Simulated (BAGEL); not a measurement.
**One shape, several levels: singlet [GaH2O2]−**

Aim: a comparison of 5 runs (HF/6-31G*, HF/def2-SVPD, B3LYP/6-31G*, PBE0/def2-SVPD, RI-MP2/def2-SVPD) of singlet [GaH2O2]−. 

The results are computed with BAGEL 1.2.2.

17 further runs of the same task are left out: 4 that didn't finish, 13 set aside as unsound or not needed.

### Step 1. The system as given

[GaH2O2]− has 5 atoms, charge -1, and is taken as a singlet. As SMILES of the parent species, `[OH][Ga][OH]`. Geometry: relaxed at PBE0-D4/def2-TZVP. This is one conformer, not always the lowest. That shape belongs to the parent species and isn't relaxed for this state.

Bond lengths: O1–Ga2 1.804 Å, Ga2–O3 1.795 Å, O1–H4 0.960 Å, O3–H5 0.963 Å. Angles: O1–Ga2–O3 114.9°, Ga2–O1–H4 114.9°, Ga2–O3–H5 111.1°.

### Step 2. A single-point energy at HF/6-31G(d) (density fitting with qzvpp-jkfit, spherical functions) (run 1)

The input, calc.json:

```json
{ "bagel" : [

{
  "title" : "molecule",
  "basis" : "6-31gs.json",
  "df_basis" : "qzvpp-jkfit",
  "angstrom" : true,
  "geometry" : [
    { "atom" : "O", "xyz" : [   -0.370600,    0.021600,   -1.274400 ] },
    { "atom" : "Ga", "xyz" : [   -0.311700,   -0.753800,    0.353600 ] },
    { "atom" : "O", "xyz" : [    0.618200,    0.154900,    1.591100 ] },
    { "atom" : "H", "xyz" : [   -0.867400,   -0.464600,   -1.936500 ] },
    { "atom" : "H", "xyz" : [    0.981500,    0.968200,    1.224700 ] }
  ]
},
{ "title" : "hf", "charge" : -1 },
{ "title" : "print", "file" : "orbitals.molden", "orbitals" : true }

]}
```

The basis set 6-31G* is read from a file made from the Basis Set Exchange's data (not shown).

Started as:

```bash
$ BAGEL_NUM_THREADS=1 BAGEL calc.json > calc.out
```

The program printed:

```text
* using 1 threads per process

  ===============================================================
  ===============================================================

  *** Geometry ***

  { "atom" : "O", "xyz" : [     -0.700333,      0.040818,     -2.408267 ] },
  { "atom" : "Ga", "xyz" : [     -0.589028,     -1.424476,      0.668207 ] },
  { "atom" : "O", "xyz" : [      1.168229,      0.292719,      3.006743 ] },
  { "atom" : "H", "xyz" : [     -1.639148,     -0.877967,     -3.659455 ] },
  { "atom" : "H", "xyz" : [      1.854766,      1.829633,      2.314348 ] },

  Number of auxiliary basis functions:      456

  Since a DF basis is specified, we compute 2- and 3-index integrals:
    o Being stored without compression. Storage requirement is 0.015 GB

  Number of basis functions:       64
  Number of electrons      :       49

    * METHOD: MOLECULE                             0.19

  *** RHF ***

  === Nuclear Repulsion ===
   182.4312921158

      * DIIS with orbital gradients will be used.

  === RHF iteration (6-31gs.json) ===
      0      -2073.45424142          0.03486082           0.05
      1      -2073.65690718          0.02713076           0.05
      2      -2073.87461424          0.00174041           0.05
[... 11 lines of this table left out ...]
     14      -2073.87813219          0.00000001           0.05
    * SCF iteration converged.

    * Permanent dipole moment:
           (   -0.332675,    -0.932693,     0.686702) a.u.

    * METHOD: HF                                   0.96

    * METHOD: PRINT                                0.01

  ===============================================================
```

Wall time 1.3 s (1 thread of Arm Neoverse V2, shared host); peak memory 0.092 GiB.

### Step 3. A single-point energy at HF/def2-SVPD (density fitting with qzvpp-jkfit) (run 2)

The input, job.json:

```json
{ "bagel": [

{
  "title": "molecule",
  "basis": "def2-svpd.json",
  "df_basis": "qzvpp-jkfit",
  "angstrom": "true",
  "geometry": [
    { "atom": "O", "xyz": [   -0.370600,    0.021600,   -1.274400 ] },
    { "atom": "Ga", "xyz": [   -0.311700,   -0.753800,    0.353600 ] },
    { "atom": "O", "xyz": [    0.618200,    0.154900,    1.591100 ] },
    { "atom": "H", "xyz": [   -0.867400,   -0.464600,   -1.936500 ] },
    { "atom": "H", "xyz": [    0.981500,    0.968200,    1.224700 ] }
  ]
},
{
  "title": "hf",
  "charge": -1
},
{
  "title": "print",
  "file": "orbitals.molden",
  "orbitals": "true"
}

]}
```

The basis set def2-SVPD is read from a file made from the Basis Set Exchange's data (not shown).

Started as:

```bash
$ BAGEL_NUM_THREADS=1 BAGEL job.json > job.out
```

The program printed:

```text
* using 1 threads per process

  ===============================================================
  ===============================================================

  *** Geometry ***

  { "atom" : "O", "xyz" : [     -0.700333,      0.040818,     -2.408267 ] },
  { "atom" : "Ga", "xyz" : [     -0.589028,     -1.424476,      0.668207 ] },
  { "atom" : "O", "xyz" : [      1.168229,      0.292719,      3.006743 ] },
  { "atom" : "H", "xyz" : [     -1.639148,     -0.877967,     -3.659455 ] },
  { "atom" : "H", "xyz" : [      1.854766,      1.829633,      2.314348 ] },

  Number of auxiliary basis functions:      456

  Since a DF basis is specified, we compute 2- and 3-index integrals:
    o Being stored without compression. Storage requirement is 0.036 GB

  Number of basis functions:      100
  Number of electrons      :       49

    * METHOD: MOLECULE                             0.21

  *** RHF ***

  === Nuclear Repulsion ===
   182.4312921158

      * DIIS with orbital gradients will be used.

  === RHF iteration (def2-svpd.json) ===
      0      -2073.29250043          0.03205931           0.09
      1      -2073.44134536          0.03219486           0.09
      2      -2073.83130201          0.00220415           0.09
[... 12 lines of this table left out ...]
     15      -2073.83708170          0.00000001           0.09
    * SCF iteration converged.

    * Permanent dipole moment:
           (   -0.297918,    -0.851921,     0.645911) a.u.

    * METHOD: HF                                   1.67

    * METHOD: PRINT                                0.02

  ===============================================================
```

It took 2.1 s on 1 thread of Arm Neoverse V2, shared host; peak memory 0.13 GiB.

Run 3 isn't shown in full; the table further down has it.

### Step 4. A single-point energy at PBE0/def2-SVPD (density fitting with qzvpp-jkfit) (run 4)

The input, input.json:

```json
{ "bagel" : [

{
  "title" : "molecule",
  "basis" : "def2-svpd.json",
  "df_basis" : "qzvpp-jkfit",
  "angstrom" : "true",
  "geometry" : [
    { "atom" : "O", "xyz" : [      -0.370600,       0.021600,      -1.274400 ] },
    { "atom" : "Ga", "xyz" : [      -0.311700,      -0.753800,       0.353600 ] },
    { "atom" : "O", "xyz" : [       0.618200,       0.154900,       1.591100 ] },
    { "atom" : "H", "xyz" : [      -0.867400,      -0.464600,      -1.936500 ] },
    { "atom" : "H", "xyz" : [       0.981500,       0.968200,       1.224700 ] }
  ]
},

{ "title" : "ks", "xc_func" : "pbe0", "charge" : -1 },

{ "title" : "print", "file" : "orbitals.molden", "orbitals" : "true" }

]}
```

The basis set def2-SVPD is read from a file made from the Basis Set Exchange's data (not shown).

Started as:

```bash
$ BAGEL_NUM_THREADS=1 BAGEL input.json > input.out
```

The program printed:

```text
* using 1 threads per process

  ===============================================================
  ===============================================================

  *** Geometry ***

  { "atom" : "O", "xyz" : [     -0.700333,      0.040818,     -2.408267 ] },
  { "atom" : "Ga", "xyz" : [     -0.589028,     -1.424476,      0.668207 ] },
  { "atom" : "O", "xyz" : [      1.168229,      0.292719,      3.006743 ] },
  { "atom" : "H", "xyz" : [     -1.639148,     -0.877967,     -3.659455 ] },
  { "atom" : "H", "xyz" : [      1.854766,      1.829633,      2.314348 ] },

  Number of auxiliary basis functions:      456

  Since a DF basis is specified, we compute 2- and 3-index integrals:
    o Being stored without compression. Storage requirement is 0.036 GB

  Number of basis functions:      100
  Number of electrons      :       49

    * METHOD: MOLECULE                             0.22

  *** Kohn-Sham DFT ***

    * Removing 7372 points whose weight is below 1.00e-10
    * Grid points: 67158

  === Nuclear Repulsion ===
   182.4312921158

       - DIIS with orbital gradients will be used.

  === KS iteration (pbe0 / def2-svpd.json) ===
      0      -2013.47237905          0.10370733           0.34
      1      -1833.94281638          0.20036522           0.32
      2      -1997.66128832          0.07626037           0.32
[... 35 lines of this table left out ...]
     38      -2075.82424767          0.00000000           0.32
    * SCF iteration converged.

    * Permanent dipole moment:
           (   -0.168726,    -0.584790,     0.555817) a.u.

    * METHOD: KS                                  12.79

    * METHOD: PRINT                                0.02

  ===============================================================
```

It took 13 s on 1 thread of Arm Neoverse V2, shared host; peak memory 0.34 GiB.

### Step 5. The energy at RI-MP2/def2-SVPD (density fitting with qzvpp-jkfit) (run 5)

The input, mp2.json:

```json
{ "bagel" : [

{
  "title" : "molecule",
  "basis" : "def2-svpd.json",
  "df_basis" : "qzvpp-jkfit",
  "angstrom" : "true",
  "geometry" : [
    { "atom" : "O", "xyz" : [      -0.370600,       0.021600,      -1.274400 ] },
    { "atom" : "Ga", "xyz" : [      -0.311700,      -0.753800,       0.353600 ] },
    { "atom" : "O", "xyz" : [       0.618200,       0.154900,       1.591100 ] },
    { "atom" : "H", "xyz" : [      -0.867400,      -0.464600,      -1.936500 ] },
    { "atom" : "H", "xyz" : [       0.981500,       0.968200,       1.224700 ] }
  ]
},

{
  "title" : "hf",
  "charge" : -1
},

{
  "title" : "mp2",
  "charge" : -1,
  "ncore" : 11
}

]}
```

The basis set def2-SVPD is read from a file made from the Basis Set Exchange's data (not shown).

Started as:

```bash
$ BAGEL_NUM_THREADS=1 BAGEL mp2.json > mp2.out
```

The program printed:

```text
* using 1 threads per process

  ===============================================================
  ===============================================================

  *** Geometry ***

[... 29 lines left out ...]
    * SCF iteration converged.
[... 1 line left out ...]
    * Permanent dipole moment:
[... 2 lines left out ...]
    * METHOD: HF                                   1.73

  *** RHF ***

  === Nuclear Repulsion ===
   182.4312921158

      * DIIS with orbital gradients will be used.

  === RHF iteration (def2-svpd.json) ===
      0      -2073.83708170          0.00000001           0.10
    * SCF iteration converged.

    * Permanent dipole moment:
           (   -0.297918,    -0.851920,     0.645911) a.u.

  === DF-MP2 calculation ===

    * freezing 11 orbitals
    * 3-index integral transformation done
    * assembly done

      MP2 correlation energy:   -0.6332282954      0.07

      MP2 total energy:       -2074.4703099977

    * METHOD: MP2                                  0.28

  ===============================================================
```

Run time: 2.4 s. Hardware: 1 thread of Arm Neoverse V2, shared host; peak memory 0.13 GiB.

### Step 6. All runs side by side

```
run                                                                 level  frozen core orbitals   energy (Eh)  HOMO energy (eV)  LUMO energy (eV)  HOMO–LUMO gap (eV)  wall time
  1     HF/6-31G* (density fitting with qzvpp-jkfit, spherical functions)                     –  -2073.878132             -1.03              7.11                8.14      1.3 s
  2                       HF/def2-SVPD (density fitting with qzvpp-jkfit)                     –  -2073.837082             -1.42              5.93                7.35      2.1 s
  3  B3LYP/6-31G* (density fitting with qzvpp-jkfit, spherical functions)                     –  -2076.324412              1.00              4.95                3.94      6.9 s
  4                     PBE0/def2-SVPD (density fitting with qzvpp-jkfit)                     –  -2075.824248              0.22              4.35                4.13       13 s
  5                   RI-MP2/def2-SVPD (density fitting with qzvpp-jkfit)                    11  -2074.470310                 –                 –                   –      2.4 s
```

### Step 7. Outcome

| quantity | value |
| --- | --- |
| run 5: total energy | -2074.47031 Eh |
| run 5: correlation energy (11 core orbitals frozen) | -633.2 mEh |

**Reading.** Over runs 1, 2, 3, 4 the HOMO–LUMO gap runs from 3.94 eV (B3LYP/6-31G*) to 8.14 eV (HF/6-31G*). Exact exchange widens orbital gaps. The empty levels of an anion lie above zero and hang on the basis. Totals of different functionals can't be ranked against each other. In runs 3, 4 the HOMO lies above zero, so the outermost electron may be held by the basis alone. All runs together took 26 s, the longest 13 s.
